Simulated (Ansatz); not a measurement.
# NaSe (Fm-3m): equation of state with a fit

Where is the equilibrium volume of NaSe (Fm-3m), and how stiff is it? Aim: an equation of state with a fit, for NaSe (Fm-3m), run from a script.

Program: the Python package of Ansatz 0.2.0. Level of theory: DFT PBEsol, plane waves, PAW. These are calculated values, not measurements.

**1. The system**

The structure is cubic, space group Fm-3m (No. 225). Conventional cell: a = 5.987 Å, b = 5.987 Å, c = 5.987 Å, α = 90.00°, β = 90.00°, γ = 90.00°. Na (site symmetry m-3m) is surrounded by 6 Se at 2.99 Å. Se (site symmetry m-3m) is surrounded by 6 Na at 2.99 Å.

The script holds or builds the structure itself.

**2. Script**

nase.py

```python
'''Equation of state of NaSe.'''

import ansatz as az
import numpy as np

params = {
    'functional': 'PBEsol',
    'sigma': 0.01,
    'scf_tol': 1e-08,
    'max_iterations': 60,
    'ecut': 500,
    'mesh': (7, 7, 7),
}

vectors0 = np.array([
    [0.0, 2.993261, 2.993261],
    [2.993261, 0.0, 2.993261],
    [2.993261, 2.993261, 0.0],
])
sites = [
    ('Na', [0.0, 0.0, 0.0]),
    ('Se', [0.5, 0.5, 0.5]),
]


def build(cell):
    crystal = az.Crystal(lattice=az.Lattice.of(cell))
    for symbol, position in sites:
        crystal = crystal.atom(symbol, position)
    return crystal


def main() -> None:
    # scale the volume, keep shape and fractions
    volumes, energies = [], []
    for scale in np.linspace(0.9, 1.1, 9):
        cell = vectors0 * scale ** (1 / 3)
        model = (
            build(cell).calculation()
            .functional(params['functional'])
            .pseudopotentials('paw')
            .occupations(az.OccupationsMethod.FERMI_DIRAC, width=params['sigma'])
            .scf(tolerance=params['scf_tol'], max_iterations=params['max_iterations'], lower_state_search='standard')
            .basis(params['ecut'])
            .kpoints(*params['mesh'])
        )
        data = model.run(threads=1, pin='off').report
        volumes.append(abs(np.linalg.det(cell)) / len(sites))
        energies.append(data['free_energy_ev'] / len(sites))
        print(f'V = {volumes[-1]:8.4f} A^3/atom  F = {energies[-1]:.5f} eV/atom')

    # third-order Birch-Murnaghan: a cubic in V^(-2/3)
    x = np.array(volumes) ** (-2 / 3)
    poly = np.polynomial.Polynomial.fit(x, energies, 3).convert()
    roots = poly.deriv().roots()
    x0 = min((r.real for r in roots if abs(r.imag) < 1e-9 and poly.deriv(2)(r.real) > 0), key=lambda r: abs(r - x.mean()))
    v0 = x0 ** -1.5
    b0 = 4 / 9 * poly.deriv(2)(x0) * v0 ** (-7 / 3) * 160.21766
    b1 = 4 + 2 / 3 * x0 * poly.deriv(3)(x0) / poly.deriv(2)(x0)
    print(f'V0 = {v0:.4f} A^3/atom, B0 = {b0:.1f} GPa, dB/dP = {b1:.2f}')


if __name__ == '__main__':
    main()
```

**3. The calls as engine input**

The engine receives this input (first run):

```yaml
crystal:
  lattice:
    - [0.0, 2.8899617208540316, 2.8899617208540316]
    - [2.8899617208540316, 0.0, 2.8899617208540316]
    - [2.8899617208540316, 2.8899617208540316, 0.0]
  atoms:
    - { symbol: Na, position: [0.0, 0.0, 0.0] }
    - { symbol: Se, position: [0.5, 0.5, 0.5] }
basis:
  ecutwfc: 500.0
kpoints:
  mp_grid:
    grid: [7, 7, 7]
hamiltonian:
  xc: pbesol
  pseudopotentials:
    kind: paw
scf:
  max_iter: 60
  convergence:
    dr2_threshold: 1.0e-08
  lower_state_search: standard
  occupations:
    method: fermi_dirac
    width: 0.01
```

**4. Launch**

Command:

```
python nase.py
```

**Question.** Estimate the equilibrium volume and the bulk modulus.

As calculated:

| quantity | value |
| --- | --- |
| runs compared | 9 |
| range of energy | 54.96 meV/atom |
| lowest point, volume (Å³/atom) | 24.807 |
| equilibrium volume (fit) | 24.65 Å³/atom |
| bulk modulus (fit) | 26 GPa |

In words: A third-order Birch-Murnaghan fit through the 9 points has its minimum at 24.65 Å³ an atom, 8.1 % below the typed cell, with a bulk modulus of 26 GPa and dB/dP = 4.7. From that minimum the energy rises by 0.9 meV an atom on the compressed side and 55.0 meV on the expanded side. The window is off centre, so dB/dP is rough. Reading the output:
- The mesh is modest for a metal, so energies can be off by several to tens of meV an atom and pressures by half a GPa or more; differences at equal mesh fare better.
- This cell is a computed structure, which may not be the phase found in nature.
